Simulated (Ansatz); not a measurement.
# C3H7FOZn: a ladder of functionals and wavefunction methods

How much do the methods differ for C3H7FOZn? The plan is to run it at one geometry with functionals of several rungs and with coupled cluster. The yardstick is the atomisation energy at the CCSD(T) limit.

The runs use Ansatz 0.2.0, Gaussian basis; functionals in def2-TZVPP, the program's frozen cores in correlated methods.

The runs, in order: PBE-D4, r2SCAN-D4, PBE0-D4, B3LYP-D4, ωB97X-V, ωB97M-V, B2PLYP; CCSD(T)/def2-TZVPP; MP2/def2-QZVPP; extrapolation to the limit.

## Step 1: Structure used throughout

All runs share one geometry, relaxed beforehand with PBE0-D4 in a triple-zeta def2 set.

SMILES `CC(C)[O][Zn][F]`, 13 atoms, charge 0, spin multiplicity 1.

Atoms are counted from 1 here; the program's logs count them from 0.

Bond lengths: C1–C2 1.517 Å, C1–H7 1.098 Å, C1–H8 1.093 Å, C1–H9 1.091 Å, C2–C3 1.517 Å, C2–O4 1.408 Å, C2–H10 1.099 Å, C3–H11 1.093 Å, C3–H12 1.091 Å, C3–H13 1.098 Å, O4–Zn5 1.764 Å, Zn5–F6 1.741 Å. Angles: C2–C1–H7 110.3°, C2–C1–H8 111.7°, C2–C1–H9 110.5°, H7–C1–H8 107.5°, H7–C1–H9 108.3°, H8–C1–H9 108.5°, C1–C2–C3 111.8°, C1–C2–O4 111.4°, C1–C2–H10 108.3°, C3–C2–O4 111.4°, C3–C2–H10 108.3°, O4–C2–H10 105.4°, C2–C3–H11 111.7°, C2–C3–H12 110.5°, C2–C3–H13 110.3°, H11–C3–H12 108.5°, H11–C3–H13 107.5°, H12–C3–H13 108.3° and more.

## Step 2: PBE-D4 (GGA)

File in.yaml:

```yaml
crystal:
  periodic: [false, false, false]
  atoms:
    - {symbol: C, position_ang: [-0.313594, 0.469213, -1.311918]}
    - {symbol: C, position_ang: [0.195804, -0.611115, -0.376727]}
    - {symbol: C, position_ang: [-0.812612, -0.937174, 0.708752]}
    - {symbol: O, position_ang: [1.446728, -0.268097, 0.170914]}
    - {symbol: Zn, position_ang: [1.653675, 1.146287, 1.204955]}
    - {symbol: F, position_ang: [1.997185, 2.507042, 2.235917]}
    - {symbol: H, position_ang: [-0.530997, 1.387297, -0.749678]}
    - {symbol: H, position_ang: [-1.235904, 0.166117, -1.814151]}
    - {symbol: H, position_ang: [0.435262, 0.700899, -2.071375]}
    - {symbol: H, position_ang: [0.374069, -1.521679, -0.966362]}
    - {symbol: H, position_ang: [-1.755220, -1.297412, 0.288668]}
    - {symbol: H, position_ang: [-0.417061, -1.701456, 1.380048]}
    - {symbol: H, position_ang: [-1.037334, -0.039932, 1.300938]}
basis:
  gaussian: {orbitals: def2-TZVPP}
hamiltonian: {xc: pbe, dispersion: d4}
output: {forces: true, orbitals: {seedname: orbitals}}
```

Started as:

```console
$ ansatz run in.yaml --threads 2 --pin off --events-out ev --progress --plain --max-ram 32768MiB --backend cuda --devices 0, --max-vram 18GiB
```

The runs that follow: r2SCAN-D4 (meta-GGA); PBE0-D4 (hybrid); B3LYP-D4 (hybrid); ωB97X-V (range-separated); ωB97M-V (range-separated); B2PLYP (double hybrid); CCSD(T) in def2-TZVPP; MP2 in def2-QZVPP.

**Question.** What will the summary of the whole plan be? Wanted: atomisation energy, CCSD(T)/CBS; farthest; mean size of error, hybrid; mean size of error, range-separated; gap, smallest and largest; T1 diagnostic; triples share of the correlation energy.

As calculated:

| quantity | value |
| --- | --- |
| atomisation energy, CCSD(T)/CBS | 50.063 eV |
| functionals within 0.250 eV (0.5 %) | r2SCAN-D4, PBE0-D4, ωB97X-V, ωB97M-V |
| farthest | PBE-D4 (+0.905 eV) |
| mean size of error, hybrid | 0.231 eV |
| mean size of error, range-separated | 0.058 eV |
| gap, smallest and largest | 4.16 eV (PBE-D4), 11.06 eV (ωB97X-V) |
| T1 diagnostic | 0.0159 |
| triples share of the correlation energy | 3.4 % |

What this shows: PBE-D4 is off by +0.905 eV. Double hybrids carry the basis error of their MP2 part in triple zeta, and no dispersion term here, so their miss is partly the set-up's. The reference freezes the cores and leaves out relativity and excitations past (T), so misses under about 0.250 eV can't be ranked. Hartree-Fock recovers 73 % of the binding; the rest is correlation. The gap grows from 4.2 to 11.1 eV across the functionals, mostly with the share of exact exchange. For Zn the d shell is correlated and the shells below it are frozen.
